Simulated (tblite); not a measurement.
# Ge4H9O2: the cost of one run

Programs: tblite 0.8.0 and PySCF 2.14.0. All values are calculated, for the isolated system unless a continuum is named. Atoms count from 0, parts from 1.

### Step 1. Starting point

15 atoms, charge 0, multiplicity 2; geometry: distance geometry start.

### Step 2. Relaxing the cluster with GFN2-xTB

The job: settings as JSON, then the geometry in Å.

```
{"job": {"kind": "relax", "xc": "GFN2-xTB", "basis": "xTB"}, "charge": 0, "multiplicity": 2}
Ge     0.058675     0.058411    -0.165821
Ge    -1.240061     2.035227     0.226442
O     -1.046143    -1.081767    -1.085116
Ge    -1.885665    -2.033190     0.169991
O      1.488660     0.383063    -1.128654
Ge     3.033653     0.051954    -0.279398
H     -1.101471     2.538064     1.661799
H     -2.721077     1.650600     0.031526
H     -0.936640     3.146829    -0.830656
H     -2.185760    -3.426093    -0.397220
H     -0.929753    -2.085572     1.389047
H     -3.170362    -1.238627     0.546700
H      3.035591     0.537724     1.177238
H      4.126746     0.869397    -1.015897
H      3.465467    -1.419257    -0.308194
```

With the program's defaults for keys left out, this is: GFN2-xTB geometry optimisation, gas phase.

Launch:

```bash
$ OMP_NUM_THREADS=1 python cluster_run.py task.json out
```

This one command runs all jobs of the session in turn.

**Question.** How long does this first job take on 1 thread of Arm Neoverse V2, shared host?

About 5.7 s.
